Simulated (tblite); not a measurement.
# C10H24S2Si (Me2Si(SBu)2): the cost of one run

Programs: PySCF 2.14.0 with density-fitted response routines of our own, and tblite 0.8.0. All values are computed, except where a source is named. Atoms count from 0 throughout.

## 1. The starting structure

37 atoms, charge 0, multiplicity 1; geometry from: MMFF94s geometry.

Bonds of the start (Å): C0–C1 1.50, C0–H13 1.10, C0–H14 1.09, C0–H15 1.11, C10–C11 1.53, C10–H30 1.11, C10–H31 1.10, C11–C12 1.51, C11–H32 1.10, C11–H33 1.09, C12–H34 1.11, C12–H35 1.09, C12–H36 1.10, C1–C2 1.54, C1–H16 1.10, C1–H17 1.10, C2–C3 1.51, C2–H18 1.09, C2–H19 1.10, C3–H20 1.10, C3–H21 1.09, C3–S4 1.82, C6–H22 1.11, C6–H23 1.10 and more.

## 2. GFN2-xTB relaxation, conformer 1

The job: settings as JSON, then the geometry in Å.

```
{"job": {"xc": "GFN2-xTB", "basis": "xTB", "kind": "relax"}, "charge": 0, "multiplicity": 1}
C     -4.248200     0.559600    -3.026800
C     -3.419800    -0.038400    -1.923800
C     -2.721600     1.035400    -1.072500
C     -1.889200     0.423500     0.027900
S     -1.088400     1.723200     1.017800
Si     0.005900     0.664400     2.522900
C     -1.165000    -0.317200     3.548800
C      0.975700     1.888800     3.532200
S      1.378400    -0.685100     1.551300
C      2.444300     0.400400     0.565000
C      3.448100    -0.396500    -0.279600
C      2.800000    -1.188000    -1.417400
C      3.847000    -1.874800    -2.267500
H     -4.731800    -0.228900    -3.614400
H     -3.643000     1.169700    -3.701600
H     -5.045000     1.207200    -2.604900
H     -4.054300    -0.657300    -1.270500
H     -2.661800    -0.710800    -2.354400
H     -2.098500     1.656200    -1.723200
H     -3.490600     1.699700    -0.639600
H     -2.528000    -0.181300     0.696300
H     -1.125200    -0.233300    -0.397600
H     -0.634300    -0.848500     4.362300
H     -1.709100    -1.070700     2.954400
H     -1.910900     0.328600     4.031300
H      1.576400     1.380000     4.285800
H      1.637300     2.492500     2.905000
H      0.301500     2.572300     4.061500
H      1.843200     1.035000    -0.097000
H      3.003600     1.057300     1.249900
H      4.173000     0.318200    -0.709900
H      4.031900    -1.064900     0.365600
H      2.211600    -0.509600    -2.050700
H      2.123200    -1.945300    -1.016700
H      4.537000    -1.144500    -2.730800
H      4.444400    -2.576400    -1.686200
H      3.370200    -2.434100    -3.091900
```

Run with:

```console
$ OMP_NUM_THREADS=1 python ens_run.py task.json out
```

The driver reads the study from task.json and runs its stages one after another.

Q: Estimate the wall time of this first job on 1 thread of Arm Neoverse V2, shared host.

About 6.3 s.
